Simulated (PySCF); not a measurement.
# CH8InN: the cost of one run

Programs: PySCF 2.14.0, with routines of our own; each step states its level. All values are computed. Atoms count from 0.

### 1 The starting structure

11 atoms, charge 0, multiplicity 1; geometry from: GFN2-xTB.

### 2 Geometry optimisation at PBE0-D3(BJ)/def2-SVP

Job settings and geometry (Å):

```
{"job": {"xc": "PBE0", "basis": "def2-SVP", "d3": "d3bj", "grid": 1, "maxiter": 30, "shake": 0.01, "kind": "geom"}, "charge": 0, "multiplicity": 1}
C     -1.814010    -0.459140     0.026830
In    -0.201140     1.018880     0.199900
N      1.690780    -0.401070    -0.192860
H     -2.773540     0.060520    -0.010560
H     -1.828620    -1.120750     0.864550
H     -1.729010    -1.012860    -0.894580
H      0.411180     1.536280     1.721930
H      0.249540     2.102010    -1.066280
H      1.713620    -0.832990    -1.080820
H      2.518320     0.209620    -0.113660
H      1.800990    -1.126310     0.529880
```

Command:

```bash
$ OMP_NUM_THREADS=1 python heavy_run.py task.json out
```

One launch serves the whole session: the jobs run in the order shown.

**Question.** How long does this first job take on 1 thread of Arm Neoverse V2, shared host, and how much memory does it need?

About 22 s, with a peak of 0.4 GiB.
